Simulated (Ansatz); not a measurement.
**HfH (doublet): wave-function methods side by side, def2-TZVPP**

The task here is to estimate one member of a computed series from the others.

Computed with Ansatz 0.2.0, Gaussian basis. Level: def2-TZVPP, core rule «outside noble gas», up to 4 orbitals frozen.

The runs, in order: UHF; ROHF; CCSD(T) on UHF.

### The geometry

The geometry is a PBE0/def2-TZVP stationary point (not a proven minimum) of the parent state, kept for this charge and spin. No spin-orbit coupling is included. Elements past krypton take def2 core potentials.

2 atoms, charge 0, spin multiplicity 2.

Atoms are counted from 1 here; the program's logs count them from 0.

Bond lengths: Hf1–H2 1.865 Å.

The first run:

Input file in.yaml:

```yaml
crystal:
  periodic: [false, false, false]
  atoms:
    - {symbol: Hf, position_ang: [0.000000, 0.000000, 0.000000]}
    - {symbol: H, position_ang: [0.000000, 0.000000, 1.864769]}
basis:
  gaussian: {orbitals: def2-TZVPP}
magnetization: {spin_polarized: true, initial_magnetization: 1}
hamiltonian: {xc: hf}
output: {orbitals: {seedname: orbitals}}
```

Run with:

```console
ansatz run in.yaml --threads 1 --pin off --events-out ev --progress --plain --max-ram 4096MiB --backend cpu
```

Among the steps run: UHF; ROHF; CCSD(T) on UHF.

One of the session's tables, all rows but one given; the rest of the session is left out.

```
  method  from UCCSD(T) (meV)
    ROHF              +2761.6
     UHF              +2463.7
    UMP2               +793.0
   UCCSD                    ?
UCCSD(T)                    0
```

Q: Estimate the row for UCCSD from the others.

The run gave: from UCCSD(T) (meV): +94.0. In the column «from UCCSD(T) (meV)» it lies between UCCSD(T) (0) and UMP2 (+793.0).

Limits of these values: The determinant is far from a pure spin state, so its energy mixes those of several spin states (harmless only where they are near-degenerate, as at dissociation). Warnings: spin contamination; coupled cluster took another determinant than the lowest.
